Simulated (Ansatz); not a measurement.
**CH6B2SSi: how energies converge with the basis set**

Aim: see how fast density functionals converge with the basis set for CH6B2SSi.

Computed with Ansatz 0.2.0, Gaussian basis. Level: one geometry, several basis sets.

Levels to be run: PBE0-D4/def2-SVP; ωB97M-V/def2-SVP; PBE0-D4/def2-QZVPP; ωB97M-V/def2-QZVPP; the functionals' def2-TZVPP values are taken from earlier runs.

## (1) The relaxed structure

All runs share one geometry, relaxed beforehand with PBE0-D4 in a triple-zeta def2 set.

SMILES `[SiH3]SB1BC1`, 11 atoms, charge 0, spin multiplicity 1.

Atoms are counted from 1 here; the program's logs count them from 0.

Bond lengths: Si1–S2 2.151 Å, Si1–H6 1.482 Å, Si1–H7 1.483 Å, Si1–H8 1.486 Å, S2–B3 1.772 Å, B3–B4 1.553 Å, B3–C5 1.637 Å, B4–C5 1.495 Å, B4–H9 1.183 Å, C5–H10 1.088 Å, C5–H11 1.104 Å. Angles: S2–Si1–H6 110.3°, S2–Si1–H7 106.8°, S2–Si1–H8 109.6°, H6–Si1–H7 110.6°, H6–Si1–H8 109.5°, H7–Si1–H8 109.8°, Si1–S2–B3 99.2°, S2–B3–B4 167.3°, S2–B3–C5 135.8°, B4–B3–C5 55.8°, B3–B4–C5 64.9°, B3–B4–H9 151.3°, C5–B4–H9 130.9°, B3–C5–B4 59.3°, B3–C5–H10 150.4°, B3–C5–H11 79.7°, B4–C5–H10 125.8°, B4–C5–H11 125.2° and more.

## (2) PBE0-D4 in def2-SVP

in.yaml

```yaml
crystal:
  periodic: [false, false, false]
  atoms:
    - {symbol: Si, position_ang: [-1.019969, 0.304675, -1.760732]}
    - {symbol: S, position_ang: [1.064035, 0.704272, -1.408688]}
    - {symbol: B, position_ang: [1.133683, 0.342087, 0.324394]}
    - {symbol: B, position_ang: [1.523232, 0.121334, 1.811894]}
    - {symbol: C, position_ang: [0.314074, -0.630134, 1.354596]}
    - {symbol: H, position_ang: [-1.862072, 1.139397, -0.871639]}
    - {symbol: H, position_ang: [-1.284595, 0.625415, -3.183955]}
    - {symbol: H, position_ang: [-1.302311, -1.131476, -1.506737]}
    - {symbol: H, position_ang: [1.819190, 0.535944, 2.879410]}
    - {symbol: H, position_ang: [-0.568247, -0.842919, 1.954479]}
    - {symbol: H, position_ang: [0.248480, -1.225594, 0.427578]}
basis:
  gaussian: {orbitals: def2-SVP}
hamiltonian: {xc: pbe0, dispersion: d4}
output: {orbitals: {seedname: orbitals}}
```

The runs that follow: ωB97M-V in def2-SVP; PBE0-D4 in def2-QZVPP; ωB97M-V in def2-QZVPP.

Q: Predict the results of all the runs planned. Wanted: PBE0-D4: double and triple zeta above quadruple; ωB97M-V: double and triple zeta above quadruple.

The runs gave:

```
                                       quantity           value
PBE0-D4: double and triple zeta above quadruple   9.91, 0.74 eV
ωB97M-V: double and triple zeta above quadruple  10.01, 0.68 eV
```

PBE0-D4 gains 9.17 eV from double to triple zeta, then 0.74 eV more. These are total energies; as a rule much of such shifts cancels in differences, which this series doesn't test.
